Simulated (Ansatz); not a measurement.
# GeO (singlet): from Hartree-Fock to the top rungs at distance Ge1–O2 = 1.623 Å, cc-pVTZ

An exercise on one series of results from a longer session: the logs are not shown, and one member is left open.

Method: cc-pVTZ, core rule «outside noble gas», up to 15 orbitals frozen; program: Ansatz 0.2.0, Gaussian basis.

The runs, in order: UHF; CCSD(T) on RHF; BCCD(T) on RHF; CISD; CCSDT(Q) on RHF; CASSCF and NEVPT2, 2 electrons in 2 orbitals; CASSCF and NEVPT2, 10 electrons in 8 orbitals.

20 further runs of the same task are left out: 1 for a known fault of the program, 14 that didn't finish, 5 set aside as unsound or not needed.

### The system

The geometry derives from a PBE0/def2-TZVP stationary point (not a proven minimum). One bond is set to the value named and the two fragments are kept rigid. No spin-orbit coupling is included. The filled d shell of Ge may be among the frozen orbitals whatever the setting's name suggests; the logs give the count.

2 atoms, charge 0, spin multiplicity 1.

Atoms are counted from 1 here; the program's logs count them from 0.

Bond lengths: Ge1–O2 1.623 Å.

Set-up of the first run:

in.yaml

```yaml
crystal:
  periodic: [false, false, false]
  atoms:
    - {symbol: Ge, position_ang: [0.000000, 0.000000, 0.000000]}
    - {symbol: O, position_ang: [0.000000, 0.000000, 1.622593]}
basis:
  gaussian: {orbitals: cc-pVTZ}
magnetization: {spin_polarized: true, initial_magnetization: 0}
hamiltonian: {xc: hf}
output: {orbitals: {seedname: orbitals}}
```

On the command line:

```sh
$ ansatz run in.yaml --threads 1 --pin off --events-out ev --progress --plain --max-ram 2393MiB
```

Steps of the session up to this table: UHF; CCSD(T) on RHF; BCCD(T) on RHF; CISD; CCSDT(Q) on RHF; CASSCF and NEVPT2, 2 electrons in 2 orbitals; CASSCF and NEVPT2, 10 electrons in 8 orbitals.

One table of the session follows, with a row left open; its other results are not shown here.

```
        method  from RCCSDT(Q) (meV)
           RHF               +9787.0
          RMP2                +422.6
         RCCSD                +594.0
      RCCSD(T)                     ?
       BCCD(T)                 +53.3
        RCCSDT                 +59.2
     RCCSDT(Q)                     0
   CASSCF pair               +9075.5
   NEVPT2 pair                +594.1
CASSCF valence               +6189.3
NEVPT2 valence               +1280.0
```

Estimate the missing values for RCCSD(T).

The run gave: from RCCSDT(Q) (meV): +60.3. In the column «from RCCSDT(Q) (meV)» it lies between RCCSDT (+59.2) and RMP2 (+422.6).

Not comparable, so not listed: CISD (they don't share determinant, frozen orbitals or solution with the rows shown, or repeat one).
